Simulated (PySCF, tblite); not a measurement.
# C6H8O2− (doublet): geometry, infrared bands and EPR parameters

Aim: predict the infrared bands and EPR parameters of C6H8O2− (doublet) (`CC(C)OC1=C[C]1[O-]`).

The runs use tblite 0.8.0 and PySCF 2.14.0, with density-fitted response routines of our own; the level of theory stands in each step. All values are computed, except where a source is named. Atoms are numbered from 0 throughout.

### Step 1. The starting structure

16 atoms, charge -1, multiplicity 2; geometry from: force field or distance geometry start.

Bonds of the start (Å): C0–C1 1.49, C1–C2 1.52, C1–O3 1.39, O3–C4 1.41, C4–C5 1.32, C5–C6 1.48, C6–O7 1.39, C6–C4 1.50, C0–H8 1.13, C0–H9 1.11, C0–H10 1.09, C1–H11 1.14, C2–H12 1.10, C2–H13 1.09, C2–H14 1.13, C5–H15 1.11.

### Step 2. Relaxing the molecule with GFN2-xTB

The job: settings as JSON, then the geometry in Å.

```
{"job": {"kind": "relax", "xc": "GFN2-xTB", "basis": "xTB"}, "charge": -1, "multiplicity": 2}
C     -1.687100    -1.280300    -0.824000
C     -0.556900    -0.669100    -0.066800
C     -1.085700     0.629000     0.533000
O      0.573900    -0.339100    -0.810100
C      1.737100     0.224200    -0.246000
C      2.506200     0.421100     0.811800
C      2.979000     1.042200    -0.447600
O      2.793200     2.401900    -0.681000
H     -2.611100    -1.106800    -0.190800
H     -1.841400    -0.734600    -1.774800
H     -1.631400    -2.367900    -0.927400
H     -0.286500    -1.322300     0.822300
H     -0.242000     1.326700     0.651600
H     -1.578900     0.443000     1.482800
H     -1.794300     1.067000    -0.232300
H      2.718500     0.274000     1.887900
```

Launch:

```
OMP_NUM_THREADS=1 python probes_run.py task.json out
```

One launch serves the whole session: the jobs run in the order shown.

Log:

```text
step      E/eV     max force
  0    -681.36260    4.686
  1    -681.76872    1.592
  2    -681.84673    1.262
  3    -681.93691    0.829
  4    -682.00611    0.535
  5    -682.03499    0.508
  6    -682.07155    0.522
  7    -682.10830    0.567
  8    -682.14927    0.576
  9    -682.18484    0.782
 10    -682.23723    1.049
 11    -682.32396    2.070
 12    -682.46279    2.505
 13    -682.69659    3.120
 14    -682.93156    1.244
 15    -683.01325    2.615
 16    -683.14461    1.109
 17    -683.18920    0.428
 18    -683.21797    0.380
 19    -683.23085    0.247
 20    -683.23724    0.165
 21    -683.24461    0.135
 22    -683.25008    0.180
 23    -683.25677    0.193
 24    -683.26383    0.209
 25    -683.27185    0.217
 26    -683.28085    0.274
 27    -683.29152    0.291
 28    -683.30435    0.397
 29    -683.31964    0.530
 30    -683.33705    0.455
 31    -683.34967    0.476
 32    -683.36255    0.569
 33    -683.37855    0.269
 34    -683.39280    0.250
 35    -683.40314    0.271
 36    -683.41156    0.259
 37    -683.41655    0.171
 38    -683.41969    0.100
 39    -683.42183    0.155
 40    -683.42389    0.161
 41    -683.42582    0.098
 42    -683.42735    0.100
 43    -683.42863    0.122
 44    -683.42988    0.112
 45    -683.43112    0.086
 46    -683.43233    0.076
 47    -683.43355    0.105
 48    -683.43495    0.122
 49    -683.43662    0.111
 50    -683.43836    0.104
 51    -683.43989    0.107
 52    -683.44119    0.119
 53    -683.44231    0.096
 54    -683.44314    0.058
 55    -683.44364    0.047
 56    -683.44397    0.054
 57    -683.44432    0.055
 58    -683.44485    0.060
 59    -683.44565    0.060
 60    -683.44664    0.071
 61    -683.44762    0.075
 62    -683.44864    0.081
 63    -683.44974    0.090
 64    -683.45096    0.082
 65    -683.45244    0.090
 66    -683.45402    0.087
 67    -683.45540    0.067
 68    -683.45632    0.066
 69    -683.45671    0.080
 70    -683.45718    0.052
 71    -683.45750    0.039
 72    -683.45806    0.068
 73    -683.45829    0.065
 74    -683.45862    0.042
 75    -683.45881    0.033
 76    -683.45896    0.029
 77    -683.45905    0.027
 78    -683.45915    0.021
 79    -683.45925    0.023
 80    -683.45937    0.027
 81    -683.45950    0.035
 82    -683.45962    0.034
 83    -683.45974    0.027
 84    -683.45988    0.033
 85    -683.46007    0.040
 86    -683.46031    0.046
 87    -683.46065    0.048
 88    -683.46110    0.061
 89    -683.46177    0.068
 90    -683.46272    0.100
 91    -683.46385    0.097
 92    -683.46475    0.182
 93    -683.46530    0.076
 94    -683.46614    0.086
 95    -683.46662    0.104
 96    -683.46705    0.059
 97    -683.46759    0.079
 98    -683.46821    0.059
 99    -683.46831    0.121
100    -683.46873    0.054
101    -683.46892    0.074
102    -683.46929    0.054
103    -683.46964    0.084
104    -683.47008    0.080
105    -683.47055    0.046
106    -683.47087    0.041
107    -683.47101    0.047
108    -683.47109    0.036
109    -683.47119    0.048
110    -683.47126    0.017
111    -683.47131    0.015
112    -683.47134    0.015
113    -683.47141    0.023
114    -683.47149    0.030
115    -683.47160    0.034
116    -683.47174    0.030
117    -683.47190    0.033
118    -683.47206    0.030
119    -683.47223    0.034
120    -683.47241    0.037
121    -683.47264    0.037
122    -683.47293    0.038
123    -683.47326    0.046
124    -683.47354    0.053
125    -683.47375    0.067
126    -683.47400    0.050
127    -683.47431    0.029
128    -683.47446    0.026
129    -683.47455    0.020
130    -683.47458    0.014
131    -683.47461    0.013
132    -683.47463    0.013
133    -683.47464    0.010
134    -683.47465    0.008
```

It took 2.5 s on 1 thread of Intel Xeon at 2.50GHz, shared host.

Relaxation path: (not every step is listed)

| step | energy from step 0 (eV) | largest force (eV/Å) |
| --- | --- | --- |
| 0 | 0.0000 | 4.6858 |
| 1 | -0.4061 | 1.5916 |
| 2 | -0.4841 | 1.2622 |
| 3 | -0.5743 | 0.8288 |
| 4 | -0.6435 | 0.5352 |
| 5 | -0.6724 | 0.5084 |
| 6 | -0.7089 | 0.5222 |
| 7 | -0.7457 | 0.5665 |
| 8 | -0.7867 | 0.5759 |
| 20 | -1.8746 | 0.1653 |
| 32 | -2.0000 | 0.5692 |
| 44 | -2.0673 | 0.1120 |
| 56 | -2.0814 | 0.0543 |
| 68 | -2.0937 | 0.0664 |
| 80 | -2.0968 | 0.0271 |
| 92 | -2.1021 | 0.1816 |
| 104 | -2.1075 | 0.0802 |
| 116 | -2.1091 | 0.0304 |
| 128 | -2.1119 | 0.0257 |
| 129 | -2.1119 | 0.0202 |
| 130 | -2.1120 | 0.0136 |
| 131 | -2.1120 | 0.0132 |
| 132 | -2.1120 | 0.0127 |
| 133 | -2.1120 | 0.0102 |
| 134 | -2.1120 | 0.0081 |

Close pairs (by a distance rule), those that changed most:

```csv
bond,before (Å),after (Å),change (Å)
C6–O7,1.392,1.235,-0.157
C4–C5,1.323,1.463,+0.141
C5–C6,1.482,1.375,-0.106
C0–H8,1.133,1.090,-0.044
C2–H14,1.131,1.089,-0.042
C0–C1,1.491,1.531,+0.040
O3–C4,1.410,1.448,+0.038
C1–H11,1.136,1.107,-0.029
```

The next job starts from the end point, and lists it.

### Step 3. Harmonic vibrations with GFN2-xTB

The job: settings as JSON, then the geometry in Å.

```
{"job": {"kind": "ir", "xc": "GFN2-xTB", "basis": "xTB"}, "charge": -1, "multiplicity": 2}
C     -1.566264    -1.360507    -0.531359
C     -0.443454    -0.415455    -0.095399
C     -1.007619     0.962463     0.279483
O      0.489571    -0.317133    -1.137374
C      1.849060     0.020562    -0.768970
C      2.437714    -0.101022     0.565339
C      2.299845     1.163386     0.042144
O      2.434123     2.385083     0.163450
H     -2.304089    -1.471351     0.263041
H     -2.053240    -0.960444    -1.418517
H     -1.154355    -2.337185    -0.775754
H      0.052478    -0.839903     0.798118
H     -0.182561     1.637274     0.494819
H     -1.652551     0.892765     1.156080
H     -1.575667     1.370046    -0.555361
H      2.369408    -0.619635     1.508849
```

Log:

```text
mode    cm-1     km/mol
  1      27.8      2.41
  2      70.3      2.36
  3     171.1      2.24
  4     187.0      0.88
  5     217.0      2.56
  6     224.2      0.97
  7     328.1      1.13
  8     378.1      3.11
  9     439.4     17.84
 10     453.3      3.81
 11     482.8    111.00
 12     548.5     29.36
 13     604.1      6.98
 14     752.1    108.40
 15     840.2      5.84
 16     874.2     12.05
 17     902.1     56.90
 18     926.2     13.08
 19     928.5      5.29
 20     962.5      1.15
 21    1095.7     27.28
 22    1126.2     19.31
 23    1146.1     63.25
 24    1165.6     11.86
 25    1294.7    146.65
 26    1305.3      2.03
 27    1321.0     30.10
 28    1380.6      1.41
 29    1394.1      3.97
 30    1484.8      0.50
 31    1491.9      1.28
 32    1498.5      0.98
 33    1508.6      2.15
 34    1915.7    738.53
 35    2784.5     71.08
 36    2977.4     35.51
 37    2981.6    163.41
 38    2989.4    188.37
 39    3011.9     23.15
 40    3021.3     92.02
 41    3028.7     41.02
 42    3047.5      8.76
```

Wall time 1.4 s (1 thread of Intel Xeon at 2.50GHz, shared host).

The strongest bands and the atoms that carry them (share of the mass-weighted mode):

```csv
cm⁻¹,km/mol,atoms
483,111.0,"H15 68 %, C5 11 %"
752,108.4,"O3 45 %, C4 23 %, C6 14 %"
1295,146.7,"C4 37 %, C5 34 %, O7 13 %"
1916,738.5,"C6 70 %, O7 17 %"
2784,71.1,H11 94 %
2982,163.4,"H15 76 %, H8 11 %"
2989,188.4,"H8 76 %, H13 11 %"
3021,92.0,"H9 69 %, H10 13 %, H14 11 %"
```

### Step 4. g tensor and hyperfine couplings: B3LYP/pcH-1

Same as in step 3 but for these lines:

```diff
@@ -1,2 +1,2 @@
-{"job": {"kind": "ir", "xc": "GFN2-xTB", "basis": "xTB"}, "charge": -1, "multiplicity": 2}
+{"job": {"kind": "epr", "basis": "pcH-1"}, "charge": -1, "multiplicity": 2}
 C     -1.566264    -1.360507    -0.531359
```

Method: UKS B3LYP, pcH-1 on C H O, non-relativistic, mean-field spin-orbit, GIAO.

Log:

```text
UKS, coarse grid
  cycle   1  E = -383.59263806  |g| = 7.46e-01
  cycle   2  E = -382.79527896  |g| = 1.57e+00
  cycle   3  E = -383.76690303  |g| = 3.22e-01
  cycle   4  E = -383.81416655  |g| = 9.47e-02
  cycle   5  E = -383.81686107  |g| = 4.73e-02
  cycle   6  E = -383.81771891  |g| = 1.06e-02
  cycle   7  E = -383.81776878  |g| = 4.98e-03
  cycle   8  E = -383.81778212  |g| = 1.67e-03
  cycle   9  E = -383.81778574  |g| = 7.99e-04
UKS, final grid
  cycle   1  E = -383.81770391  |g| = 1.20e-03
  cycle   2  E = -383.81770226  |g| = 2.39e-03
  cycle   3  E = -383.81770466  |g| = 2.75e-04
  cycle   4  E = -383.81770470  |g| = 1.11e-04
  cycle   5  E = -383.81770472  |g| = 9.38e-05
  cycle   6  E = -383.81770472  |g| = 2.85e-05
E = -383.81770472 Eh   <S^2> = 0.7561 (exact 0.7500)
g shifts (ppm)      1          2          3
  rmc          -182       -182       -182
  gc             47        -17         13
  oz_so        -288        754       1467
  total        -423        555       1298
hyperfine (MHz)  atom isotope    a_iso     a_fc   dipolar eigenvalues
    0   13C      -1.83      -1.83     -0.36     -0.26      0.61
    1   13C      20.44      20.44     -5.14     -3.88      9.02
    2   13C       5.80       5.80     -0.52     -0.29      0.81
    3   17O    -150.70    -150.70    -14.32      6.33      7.99
    4   13C     407.95     407.95    -50.58    -45.73     96.31
    5   13C      37.26      37.26    -26.93    -23.96     50.89
    6   13C      -9.10      -9.10    -15.48     -5.04     20.53
    7   17O      -1.78      -1.78    -19.61      4.87     14.75
    8    1H       3.29       3.29     -0.87     -0.75      1.62
    9    1H       1.48       1.48     -1.24     -0.94      2.18
   10    1H       0.15       0.15     -1.28     -1.12      2.40
   11    1H      -2.63      -2.63     -4.34     -0.16      4.50
   12    1H       0.95       0.95     -2.07     -1.38      3.45
   13    1H       4.34       4.34     -1.14     -0.81      1.95
   14    1H       0.18       0.18     -1.26     -1.11      2.37
   15    1H     -25.55     -25.55    -14.82     -0.10     14.92
```

It took 2.6 min on 1 thread of Intel Xeon at 2.50GHz, shared host; peak memory 0.97 GiB.

Principal g values 2.00190, 2.00287, 2.00362; g(iso) = 2.00280, against 2.00232 for a free electron.

Mean a(iso) over the nuclei that a row names, and the largest dipolar term of the row (other rows stand at the frozen geometry):

```csv
nuclei,isotope,a(iso) (MHz),"a(iso) (G, at g = 2.0023)",largest dipolar term (MHz)
C4,13C,408.0,145.6,96.3
O3,17O,-150.7,-53.8,-14.3
C5,13C,37.3,13.3,50.9
H15,1H,-25.6,-9.1,14.9
C1,13C,20.4,7.3,9.0
C6,13C,-9.1,-3.2,20.5
H11,1H,-2.6,-0.9,4.5
"C0, C2",13C,2.0,0.7,0.8
O7,17O,-1.8,-0.6,-19.6
"H8, H9, H10, H12, H13, H14",1H,1.7,0.6,3.4
```

Mulliken spin populations:

C0 0.00; C1 0.04; C2 0.00; O3 0.01; C4 0.60; C5 0.33; C6 0.01; O7 0.02; H8 0.00; H9 0.00; H10 0.00; H11 0.01; H12 0.00; H13 0.01; H14 0.00; H15 -0.02

In first order the couplings over 0.8 MHz of 1H give 28 distinct lines over 13.8 G, if the averaged nuclei exchange fast.

The fields below are evaluated on a grid from the run's orbitals.

ELF in a plane through or near 6 of the atoms.

Values, 10 rows by 14 columns:
```
0.00 0.00 0.00 0.00 0.00 0.00 0.00 0.00 0.00 0.00 0.00 0.00 0.00 0.00
0.00 0.00 0.00 0.00 0.00 0.00 0.01 0.01 0.02 0.00 0.00 0.00 0.00 0.00
0.00 0.00 0.06 0.21 0.08 0.07 0.67 0.26 0.57 0.17 0.00 0.00 0.00 0.00
0.00 0.05 0.64 0.84 0.51 0.21 1.00 0.60 0.83 0.25 0.00 0.00 0.00 0.00
0.00 0.09 0.67 0.73 0.58 0.08 0.20 0.80 0.72 0.07 0.19 0.06 0.00 0.00
0.00 0.00 0.04 0.60 0.74 0.33 0.10 0.26 0.50 0.38 0.74 0.18 0.01 0.00
0.00 0.00 0.39 0.82 0.33 0.84 0.04 0.21 0.22 0.88 0.66 0.07 0.00 0.00
0.00 0.00 0.35 0.78 0.70 0.38 0.02 0.00 0.08 0.99 0.96 0.08 0.00 0.00
0.00 0.00 0.01 0.22 0.15 0.03 0.00 0.00 0.01 0.45 0.27 0.00 0.00 0.00
0.00 0.00 0.00 0.00 0.00 0.00 0.00 0.00 0.00 0.00 0.00 0.00 0.00 0.00
```
The map spans 11.6 Å across and 8.9 Å up, centred on the molecule. Atoms in the plane (x, y in Å): C0 (2.1, -0.6), C1 (0.6, -0.2), C2 (0.5, 1.3), C5 (-2.2, -1.1), H10 (2.1, -1.7), H12 (-0.6, 1.6).

On the surface of density 0.002 e/bohr³ the electrostatic potential runs, from the 1st to the 99th percentile, from -5.97 V near O7 to -2.23 V near H8.

The spin density lies nearest to C4 52 %; C5 22 %; C6 6 %.

### Step 5. What came out

| quantity | value |
| --- | --- |
| strongest single infrared mode (GFN2-xTB) | 1916 cm⁻¹, 739 km/mol |
| zero-point energy (GFN2-xTB) | 76.2 kcal/mol |
| g(iso) (B3LYP) | 2.00280 |
| ⟨S²⟩ | 0.756 (exact 0.75) |
| largest a(iso) (averaged by class) | 13C on C4, 408.0 MHz |

What this shows: Over 134 steps the energy fell by 2.112 eV; of the close pairs, C6–O7 changed most, 1.392 to 1.235 Å. No mode is imaginary among the 42: a minimum at this level. The strongest single mode, at 1916 cm⁻¹, moves mainly C6. Unscaled tight-binding wavenumbers are off by several per cent, some by more. Its intensities can rank the bands wrongly. The largest share of the spin, 0.60 e, sits on C4. The isotropic g lies 0.5 ppt above the free-electron value.
